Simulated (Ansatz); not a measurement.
# C2H8Sn: molecular dynamics

Purpose: to follow the molecule's vibrations and see whether its bonds hold. The start is relaxed first. Runs: 300 steps of 0.5 fs under a Nosé-Hoover thermostat at 1000 K. SMILES of the start: [CH3][SnH2][CH3].

Method: RKS PBE-D4/def2-SVP, in Ansatz 0.2.0.

## (1) Starting point

Bond lengths: Sn1–C2 2.150 Å, C2–H3 1.110 Å, C2–H4 1.110 Å, C2–H5 1.110 Å, Sn1–H6 1.740 Å, Sn1–C7 2.148 Å, C7–H8 1.110 Å, C7–H9 1.110 Å, C7–H10 1.110 Å, Sn1–H11 1.739 Å. Angles (14 of 18 angles, heavy atoms first): C2–Sn1–C7 109.5°, Sn1–C2–H3 109.5°, Sn1–C2–H4 109.5°, Sn1–C2–H5 109.5°, C2–Sn1–H6 109.4°, C2–Sn1–H11 109.5°, H6–Sn1–C7 109.5°, C7–Sn1–H11 109.5°, Sn1–C7–H8 109.5°, Sn1–C7–H9 109.5°, Sn1–C7–H10 109.5°, H3–C2–H4 109.4°, H3–C2–H5 109.4°, H4–C2–H5 109.4°.

Coordinates:

```xyz
11

Sn    0.0000    0.0000    0.0000
C     0.0000    0.0000    2.1500
H    -0.9996   -0.3092    2.5205
H     0.7676   -0.7111    2.5205
H     0.2320    1.0203    2.5205
H     1.6408    0.0000   -0.5794
C    -1.0126    1.7544   -0.7160
H    -2.0653    1.5008   -0.9603
H    -0.9943    2.5391    0.0690
H    -0.5023    2.1310   -1.6269
H    -0.8195   -1.4198   -0.5794
```

## (2) Preparing the start

Input file input.yaml:

```yaml
crystal:
  periodic: [false, false, false]
  atoms:
    - { symbol: Sn, position_ang: [0.0, 0.0, 0.0] }
    - { symbol: C, position_ang: [0.0, 0.0, 2.15] }
    - { symbol: H, position_ang: [-0.9996, -0.3092, 2.5205] }
    - { symbol: H, position_ang: [0.7676, -0.7111, 2.5205] }
    - { symbol: H, position_ang: [0.232, 1.0203, 2.5205] }
    - { symbol: H, position_ang: [1.6408, 0.0, -0.5794] }
    - { symbol: C, position_ang: [-1.0126, 1.7544, -0.716] }
    - { symbol: H, position_ang: [-2.0653, 1.5008, -0.9603] }
    - { symbol: H, position_ang: [-0.9943, 2.5391, 0.069] }
    - { symbol: H, position_ang: [-0.5023, 2.131, -1.6269] }
    - { symbol: H, position_ang: [-0.8195, -1.4198, -0.5794] }
basis:
  gaussian: { orbitals: def2-SVP }
hamiltonian:
  xc: pbe
  dispersion: d4
relax:
  f_tol: 0.02
  max_steps: 40
output:
  orbitals: {}
```

Command:

```bash
ansatz run input.yaml --threads 2 --pin off --max-ram 3072MiB --backend cpu --events-out ev --progress --plain --runs-dir out
```

The log of the run (excerpt; [...] marks lines left out):

```text
Warning: RAYON_NUM_THREADS=2 ignored (pool sized by the plan → 2); use --threads N
[...]
Functional definition: PBE
[...]
1071 factors; their error is unknown
[...]
mean field -8030.13570095 eV, -295.1020439883 hartree, gradient 4.7e-5 eV, S^2 0.000000; 0 other end points of the search recorded, 0 dependent functions left out
[...]
reference -8030.13574167 eV, -295.1020454848 hartree; 21, 21 occupied and 73, 73 virtual orbitals, 1071 factors
relax step   1: F+E_penalty+E_count = -8030.31770749 eV  Δ(F+E_penalty+E_count) = +0.000e0 eV  max|allowed force component| = 2.672e-1 eV/Å  Δτ_max = 0.0000 Å  (25 SCF iters, accepted)
[...]
relax step   4: F+E_penalty+E_count = -8030.34160932 eV  Δ(F+E_penalty+E_count) = -5.600e-3 eV  max|allowed force component| = 2.283e-2 eV/Å  Δτ_max = 0.1141 Å  (26 SCF iters, accepted)
[...]
relax step   7: F+E_penalty+E_count = -8030.34696816 eV  Δ(F+E_penalty+E_count) = -2.009e-3 eV  max|allowed force component| = 1.702e-1 eV/Å  Δτ_max = 0.0976 Å  (25 SCF iters, accepted)
[...]
relax step  10: F+E_penalty+E_count = -8030.35031727 eV  Δ(F+E_penalty+E_count) = -1.754e-3 eV  max|allowed force component| = 3.023e-3 eV/Å  Δτ_max = 0.0305 Å  (27 SCF iters, accepted)
[...]
relax step  12: F+E_penalty+E_count = -8030.35061170 eV  Δ(F+E_penalty+E_count) = -8.441e-5 eV  max|allowed force component| = 3.522e-2 eV/Å  Δτ_max = 0.0304 Å  (26 SCF iters, accepted)
[...]
relax step  13: F+E_penalty+E_count = -8030.35066101 eV  Δ(F+E_penalty+E_count) = -4.930e-5 eV  max|allowed force component| = 1.824e-2 eV/Å  Δτ_max = 0.0061 Å  (20 SCF iters, accepted)
1071 factors; their error is unknown
mean field -8030.17036016 eV, -295.1033176907 hartree, gradient 2.5e-5 eV, S^2 0.000000; 1 other end points of the search recorded, 0 dependent functions left out
[...]
reference -8030.17040127 eV, -295.1033192018 hartree; 21, 21 occupied and 73, 73 virtual orbitals, 1071 factors
Total energy: -8030.35070213 eV, -295.1099451359 hartree
Atom 0 at     0.091126     0.053551     0.001855 Å, force     0.002048    -0.003250     0.002016 eV/Å
Atom 1 at    -0.058678    -0.054202     2.166899 Å, force     0.007256     0.003483     0.001425 eV/Å
Atom 2 at    -1.118765    -0.165297     2.465647 Å, force    -0.003544    -0.000326     0.001561 eV/Å
Atom 3 at     0.514978    -0.920698     2.548024 Å, force    -0.001592    -0.000292    -0.001662 eV/Å
Atom 4 at     0.347394     0.871617     2.618346 Å, force    -0.002521    -0.001060    -0.000596 eV/Å
Atom 5 at     1.756900     0.216604    -0.458573 Å, force    -0.001021     0.001587    -0.000123 eV/Å
Atom 6 at    -1.040475     1.755371    -0.736246 Å, force    -0.001999     0.012913    -0.011440 eV/Å
Atom 7 at    -2.108339     1.643424    -0.465028 Å, force     0.011175     0.002269    -0.001967 eV/Å
Atom 8 at    -0.650910     2.689997    -0.287332 Å, force    -0.006145    -0.014404    -0.005506 eV/Å
Atom 9 at    -0.954752     1.823451    -1.838232 Å, force    -0.002579    -0.001674     0.018236 eV/Å
Atom 10 at    -0.531680    -1.408319    -0.696860 Å, force    -0.001077     0.000754    -0.001944 eV/Å
Dipole moment:    -0.087591     0.109251     0.096881 e Å
```

Run time: 20 s. Hardware: 2 threads of Arm Neoverse V1, shared host; peak memory 0.13 GiB.

Relaxation path:

```tsv
step	energy from step 1 (eV)	largest force component (eV/Å)
1	0.0000	0.2672
2	-0.0125	0.0971
3	-0.0183	0.0379
4	-0.0239	0.0228
5x	-0.0017	0.7188
6	-0.0273	0.0352
7	-0.0293	0.1703
8	-0.0309	0.1068
9	-0.0309	0.1310
10	-0.0326	0.0030
11	-0.0328	0.0163
12	-0.0329	0.0352
13	-0.0330	0.0182
```

Step 1 is the start. 1 step was tried and not accepted (marked x).

After: Bond lengths: Sn1–C2 2.173 Å, C2–H3 1.107 Å, C2–H4 1.107 Å, C2–H5 1.107 Å, Sn1–H6 1.736 Å, Sn1–C7 2.173 Å, C7–H8 1.107 Å, C7–H9 1.108 Å, C7–H10 1.107 Å, Sn1–H11 1.736 Å. Angles (14 of 18 angles, heavy atoms first): C2–Sn1–C7 110.0°, Sn1–C2–H3 109.9°, Sn1–C2–H4 110.3°, Sn1–C2–H5 109.8°, C2–Sn1–H6 109.6°, C2–Sn1–H11 109.5°, H6–Sn1–C7 109.6°, C7–Sn1–H11 109.6°, Sn1–C7–H8 109.9°, Sn1–C7–H9 109.9°, Sn1–C7–H10 110.2°, H3–C2–H4 109.0°, H3–C2–H5 109.0°, H4–C2–H5 108.9°.

## (3) Dynamics

300 steps of 0.5 fs under a Nosé-Hoover thermostat at 1000 K, from the relaxed start.

Input file input.yaml:

```yaml
crystal:
  periodic: [false, false, false]
  atoms:
    - { symbol: Sn, position_ang: [0.091126, 0.053551, 0.001855] }
    - { symbol: C, position_ang: [-0.058678, -0.054202, 2.166899] }
    - { symbol: H, position_ang: [-1.118765, -0.165297, 2.465647] }
    - { symbol: H, position_ang: [0.514978, -0.920698, 2.548024] }
    - { symbol: H, position_ang: [0.347394, 0.871617, 2.618346] }
    - { symbol: H, position_ang: [1.7569, 0.216604, -0.458573] }
    - { symbol: C, position_ang: [-1.040475, 1.755371, -0.736246] }
    - { symbol: H, position_ang: [-2.108339, 1.643424, -0.465028] }
    - { symbol: H, position_ang: [-0.65091, 2.689997, -0.287332] }
    - { symbol: H, position_ang: [-0.954752, 1.823451, -1.838232] }
    - { symbol: H, position_ang: [-0.53168, -1.408319, -0.69686] }
basis:
  gaussian: { orbitals: def2-SVP }
hamiltonian:
  xc: pbe
  dispersion: d4
md:
  timestep: 0.5
  n_steps: 300
  ensemble: nvt_nose_hoover
  temperature: 1000.0
  initial_velocities: maxwell_boltzmann
  seed: 905945
  nose_hoover: { tau: 3.0, chain_length: 1 }
```

Command:

```bash
ansatz run input.yaml --threads 2 --pin off --max-ram 3072MiB --backend cpu --events-out ev --progress --plain --runs-dir out
```

The log of the run (excerpt; [...] marks lines left out):

```text
Warning: RAYON_NUM_THREADS=2 ignored (pool sized by the plan → 2); use --threads N
[...]
Functional definition: PBE
[...]
1071 factors; their error is unknown
[...]
mean field -8030.17033928 eV, -295.1033169237 hartree, gradient 1.7e-5 eV, S^2 0.000000; 0 other end points of the search recorded, 0 dependent functions left out
[...]
reference -8030.17038034 eV, -295.1033184325 hartree; 21, 21 occupied and 73, 73 virtual orbitals, 1071 factors
md step     0: t =     0.00 fs  T =  1000.0 K  F+E_penalty+E_count = -8030.35064012 eV  E_kin = 1.163340 eV  conserved = -8029.18730013 eV  (25 SCF iters)
[...]
md step    18: t =     9.00 fs  T =  1226.6 K  F+E_penalty+E_count = -8029.28714568 eV  E_kin = 1.426963 eV  conserved = -8029.18078933 eV  (27 SCF iters, 3 dispersion substeps)
[...]
md step    36: t =    18.00 fs  T =   505.6 K  F+E_penalty+E_count = -8029.68242056 eV  E_kin = 0.588134 eV  conserved = -8029.18410350 eV  (27 SCF iters, 3 dispersion substeps)
[...]
md step    54: t =    27.00 fs  T =  1270.9 K  F+E_penalty+E_count = -8029.46482247 eV  E_kin = 1.478512 eV  conserved = -8029.18475057 eV  (28 SCF iters, 3 dispersion substeps)
[...]
md step    70: t =    35.00 fs  T =   883.1 K  F+E_penalty+E_count = -8029.07077166 eV  E_kin = 1.027389 eV  conserved = -8029.18147321 eV  (28 SCF iters, 3 dispersion substeps)
md step    71: t =    35.50 fs  T =   877.8 K  F+E_penalty+E_count = -8029.01363139 eV  E_kin = 1.021122 eV  conserved = -8029.18133888 eV  (28 SCF iters, 3 dispersion substeps)
```

## (4) More of the same log: dynamics from the start

Output, continued (excerpt; [...] marks lines left out):

```text
md step    72: t =    36.00 fs  T =   896.7 K  F+E_penalty+E_count = -8028.97857079 eV  E_kin = 1.043115 eV  conserved = -8029.18227093 eV  (29 SCF iters, 3 dispersion substeps)
[...]
md step    95: t =    47.50 fs  T =  1100.1 K  F+E_penalty+E_count = -8028.37706737 eV  E_kin = 1.279805 eV  conserved = -8029.18390549 eV  (29 SCF iters, 3 dispersion substeps)
[...]
md step   118: t =    59.00 fs  T =   925.3 K  F+E_penalty+E_count = -8028.48476035 eV  E_kin = 1.076447 eV  conserved = -8029.18236370 eV  (27 SCF iters, 3 dispersion substeps)
[...]
md step   141: t =    70.50 fs  T =   672.8 K  F+E_penalty+E_count = -8029.71213146 eV  E_kin = 0.782712 eV  conserved = -8029.18925661 eV  (28 SCF iters, 3 dispersion substeps)
[...]
md step   162: t =    81.00 fs  T =  1308.9 K  F+E_penalty+E_count = -8029.58724633 eV  E_kin = 1.522739 eV  conserved = -8029.18799920 eV  (27 SCF iters, 3 dispersion substeps)
md step   163: t =    81.50 fs  T =  1121.8 K  F+E_penalty+E_count = -8029.52806574 eV  E_kin = 1.305090 eV  conserved = -8029.18706594 eV  (27 SCF iters, 3 dispersion substeps)
```

## (5) The output, continued: dynamics from the start

Output, continued (excerpt; [...] marks lines left out):

```text
md step   164: t =    82.00 fs  T =   939.6 K  F+E_penalty+E_count = -8029.45793960 eV  E_kin = 1.093028 eV  conserved = -8029.18573255 eV  (27 SCF iters, 3 dispersion substeps)
[...]
md step   182: t =    91.00 fs  T =  1248.3 K  F+E_penalty+E_count = -8029.84073720 eV  E_kin = 1.452208 eV  conserved = -8029.18847817 eV  (27 SCF iters, 3 dispersion substeps)
[...]
md step   200: t =   100.00 fs  T =   877.1 K  F+E_penalty+E_count = -8029.86525741 eV  E_kin = 1.020410 eV  conserved = -8029.18560536 eV  (27 SCF iters, 3 dispersion substeps)
[...]
md step   218: t =   109.00 fs  T =  1253.1 K  F+E_penalty+E_count = -8029.38556158 eV  E_kin = 1.457750 eV  conserved = -8029.18540307 eV  (27 SCF iters, 3 dispersion substeps)
[...]
Atom 1 at     0.107536    -0.791076     2.146469 Å, force     0.933577    -0.058011     0.745372 eV/Å
Atom 2 at    -0.193859    -1.844954     2.262815 Å, force    -0.418029    -0.424448    -1.089416 eV/Å
Atom 3 at     1.199684    -0.898523     2.509842 Å, force    -1.122242     0.885158    -0.434473 eV/Å
Atom 4 at    -0.546716    -0.353458     2.921615 Å, force     0.315428     0.689405     0.129931 eV/Å
Atom 5 at     1.604759     0.670947    -0.284791 Å, force     0.810707    -0.251120     0.140270 eV/Å
Atom 6 at    -0.763637     1.702957    -1.337161 Å, force     2.130352     1.546572     0.992297 eV/Å
Atom 7 at     0.244057     2.093065    -1.815638 Å, force    -1.770112    -1.080793     0.513862 eV/Å
Atom 8 at    -1.353152     1.005080    -1.886641 Å, force    -0.740440    -0.376441    -1.331822 eV/Å
Atom 9 at    -1.299296     2.620673    -1.031310 Å, force    -0.305572    -0.261850     0.184220 eV/Å
Atom 10 at    -0.418093    -1.245286    -0.794214 Å, force     0.003874    -0.287927    -0.358598 eV/Å
Dipole moment:    -0.142583     0.113446     0.107420 e Å
```

Wall time 7.2 min (2 threads of Arm Neoverse V1, shared host); peak memory 0.12 GiB.

## (6) What the atoms did

One step in 12; energies are changes from step 0:

```tsv
time (fs)	T (K)	potential energy change (meV/atom)	conserved energy change (meV/atom)
0.0	1000	0.0	0.00
6.0	835	64.0	0.36
12.0	1618	83.3	0.35
18.0	506	60.7	0.29
24.0	1232	70.2	0.57
30.0	739	109.2	0.50
36.0	897	124.7	0.46
42.0	1186	201.9	0.70
48.0	1035	170.7	0.23
54.0	921	123.9	0.09
60.0	980	178.8	0.56
66.0	1131	110.7	0.19
72.0	522	67.8	0.12
78.0	1382	85.2	0.48
84.0	650	81.9	0.20
90.0	1110	51.6	0.04
96.0	1120	54.8	0.02
102.0	853	34.7	-0.17
108.0	1237	65.8	-0.11
114.0	1257	97.4	0.10
120.0	718	68.7	0.08
126.0	1012	89.0	0.29
132.0	898	121.8	0.46
138.0	655	145.8	0.40
144.0	1478	179.7	0.50
150.0	882	113.9	0.14
```

time (fs), T (K) and a bar:
```
      0.0       1000 ##############
      6.5        819 ########
     13.0       1195 ####################
     19.5        555 
     26.0       1366 ##########################
     32.5        937 ############
     39.0        819 ########
     45.5       1337 #########################
     52.0        648 ###
     58.5        914 ###########
     65.0       1493 ##############################
     71.5        560 
     78.5       1459 #############################
     85.0        726 #####
     91.5       1257 ######################
     98.0       1137 ###################
    104.5        639 ###
    111.0       1187 ####################
    117.5        921 ############
    124.0       1026 ###############
    130.5       1163 ###################
    137.0        684 ####
    143.5       1275 #######################
    150.0        882 ##########
```

## (7) Frames from the trajectory

Positions (Å) and forces (eV/Å):

```xyz
11
time_fs=19.0 T=508 dE=0.6607
Sn    0.128    0.014   -0.031   -1.297    1.200    0.675
C    -0.276    0.148    2.147    2.869    0.212    0.611
H    -1.252   -0.265    2.352   -0.744   -0.398    0.215
H     0.558   -0.322    2.797   -1.192    0.102   -0.733
H    -0.210    1.225    2.450   -0.337   -0.278   -0.393
H     1.624    0.531   -0.673    0.404   -0.513   -0.004
C    -1.064    1.815   -0.459   -1.798    0.279    0.215
H    -1.982    1.745    0.307    1.702    0.436   -1.335
H    -0.515    2.811   -0.377   -0.447   -0.926    0.200
H    -1.532    1.781   -1.495    0.360    0.027    0.695
H    -0.906   -1.249   -0.625    0.480   -0.142   -0.145
11
time_fs=37.5 T=955 dE=1.5154
Sn    0.141    0.003   -0.049   -0.632   -0.149    0.495
C    -0.344    0.284    2.091    0.338   -0.473    0.272
H    -1.198   -0.429    2.037   -0.061    0.256    0.831
H     0.297    0.181    3.006   -0.096   -0.598   -0.628
H    -0.713    1.324    2.131   -0.058   -0.156    0.071
H     1.746   -0.349   -0.508    0.701    0.784   -0.056
C    -1.171    1.867   -0.255    1.203   -1.843   -0.629
H    -1.460    1.943    0.804   -0.570    0.323   -0.566
H    -0.260    2.378   -0.508    0.410    1.618   -0.172
H    -1.848    1.784   -1.107   -0.538    0.224    0.059
H    -0.264   -1.504   -0.846   -0.698    0.014    0.322
11
time_fs=56.0 T=925 dE=1.5119
Sn    0.150   -0.012   -0.061   -2.041    1.832    1.392
C    -0.453    0.287    2.053   -1.609   -1.879    0.555
H    -1.110   -0.411    2.689    0.546    0.248   -1.148
H     0.489    0.200    2.510    1.974    0.130    1.376
H    -0.875    1.268    2.257    0.043    0.573   -0.108
H     1.798    0.229    0.028    0.830   -0.014   -0.271
C    -1.095    1.913   -0.231   -0.397    0.752   -2.111
H    -1.176    2.155    0.801   -0.352   -0.226    1.454
H    -0.854    2.963   -0.585    0.580   -1.001   -0.788
H    -2.123    1.712   -0.642    0.493   -0.152    0.238
H    -0.457   -1.540   -0.457   -0.067   -0.263   -0.589
11
time_fs=75.0 T=927 dE=0.6359
Sn    0.131    0.010   -0.041   -1.624    1.569    1.586
C    -0.335    0.087    2.193    0.438   -0.467   -0.338
H    -1.026   -0.724    2.481    0.126   -0.306    0.078
H     0.569    0.093    2.882   -0.746    0.087   -0.651
H    -0.949    1.008    2.260    0.374    0.139    0.111
H     1.709    0.458   -0.281    1.084    0.010   -0.241
C    -1.065    1.946   -0.424    0.764   -1.611   -0.006
H    -0.956    2.562    0.517    0.095   -0.165   -1.041
H    -0.589    2.253   -1.394   -0.589    0.600    0.667
H    -2.097    1.548   -0.544    0.095    0.460   -0.126
H    -0.452   -1.256   -1.024   -0.017   -0.316   -0.038
11
time_fs=94.0 T=914 dE=0.8762
Sn    0.099    0.066    0.002   -0.870   -0.918    0.264
C    -0.238   -0.189    2.149    2.669    2.030   -0.454
H    -0.717   -1.139    2.256   -0.739   -0.818    0.660
H     0.817   -0.099    2.640   -1.592   -0.474   -0.502
H    -0.766    0.767    2.367   -0.381   -0.662    0.412
H     1.647    0.079   -0.514    1.642    0.291   -0.218
C    -0.915    1.752   -0.697   -0.957    2.991    3.563
H    -0.709    2.733   -0.046    0.672   -1.524   -1.268
H    -0.867    2.003   -1.706    0.667    0.533   -2.514
H    -1.985    1.870   -0.476   -0.744   -1.112    0.033
H    -0.421   -1.262   -0.956   -0.366   -0.337    0.023
11
time_fs=112.5 T=1360 dE=1.1635
Sn    0.079    0.095    0.030   -1.542    0.934    0.479
C    -0.105   -0.393    2.087   -1.098   -0.965    2.403
H    -0.540   -1.444    2.153    0.187    0.799   -0.209
H     0.804   -0.483    2.672    1.662   -0.337   -0.482
H    -0.557    0.124    2.968   -1.064    0.552   -0.812
H     1.674    0.201    0.029    2.197   -0.030   -0.608
C    -0.897    1.826   -0.949    0.504   -1.745   -0.809
H    -0.304    2.755   -0.828   -0.433   -0.027    0.127
H    -0.833    1.435   -2.042   -0.497    0.863    1.337
H    -1.914    1.743   -0.491    0.264    0.673   -0.559
H    -0.761   -1.283   -0.399   -0.179   -0.716   -0.869
11
time_fs=131.0 T=1056 dE=1.2241
Sn    0.058    0.126    0.062   -1.297   -0.284   -0.522
C     0.016   -0.654    2.255   -2.044   -0.294   -2.447
H    -0.473   -1.675    2.130    0.734    0.827    0.209
H     1.084   -0.639    2.392    0.670    0.047    0.876
H    -0.699    0.030    2.737    0.551    0.092    0.629
H     1.612    0.070   -0.504    1.462    0.334   -0.027
C    -0.856    1.805   -1.189   -2.198   -2.507   -1.196
H    -0.066    2.451   -1.431    1.351    1.909    0.085
H    -1.173    1.409   -2.261    0.672   -0.099    1.858
H    -1.825    2.208   -0.828    0.523    0.485    0.353
H    -0.384   -1.123   -1.050   -0.425   -0.510    0.183
11
time_fs=150.0 T=882 dE=1.2531
Sn    0.029    0.156    0.082    0.163   -0.381    0.508
C     0.107   -0.791    2.147    0.934   -0.058    0.745
H    -0.194   -1.845    2.263   -0.418   -0.424   -1.089
H     1.200   -0.898    2.510   -1.122    0.885   -0.434
H    -0.547   -0.353    2.922    0.315    0.689    0.130
H     1.605    0.671   -0.285    0.811   -0.251    0.140
C    -0.764    1.703   -1.337    2.130    1.547    0.992
H     0.244    2.093   -1.816   -1.770   -1.081    0.514
H    -1.353    1.005   -1.887   -0.740   -0.376   -1.332
H    -1.299    2.621   -1.031   -0.306   -0.262    0.184
H    -0.418   -1.245   -0.794    0.004   -0.288   -0.359
```

## (8) Results

| quantity | value |
| --- | --- |
| relaxation of the start | 11 moves, 0.033 eV lower |
| length | 300 steps of 0.5 fs |
| temperature, first and last step | 1000 and 882 K |
| temperature, second half | mean 1027 K, from 639 to 1772 K |
| potential energy, second half | +90 meV/atom from the start |
| largest change of the conserved energy | 1.13 meV/atom |
| bonds formed or broken | 0 |

**Reading.** Against a set 1000 K the second half averages 1027 K with a spread of 245 K. A thermostat time of 3 fs is as short as the fastest vibrations or shorter, so the thermostat can drive swings of its own. The conserved energy strays from its start by at most 1.13 meV/atom, 1.1 % of the mean kinetic energy, so a step of 0.5 fs is short enough over this time. The bonding pattern survives the run. 150 fs on 11 atoms is far too short and small for converged averages. The nuclei move classically, without zero-point motion, which matters most for hydrogen.
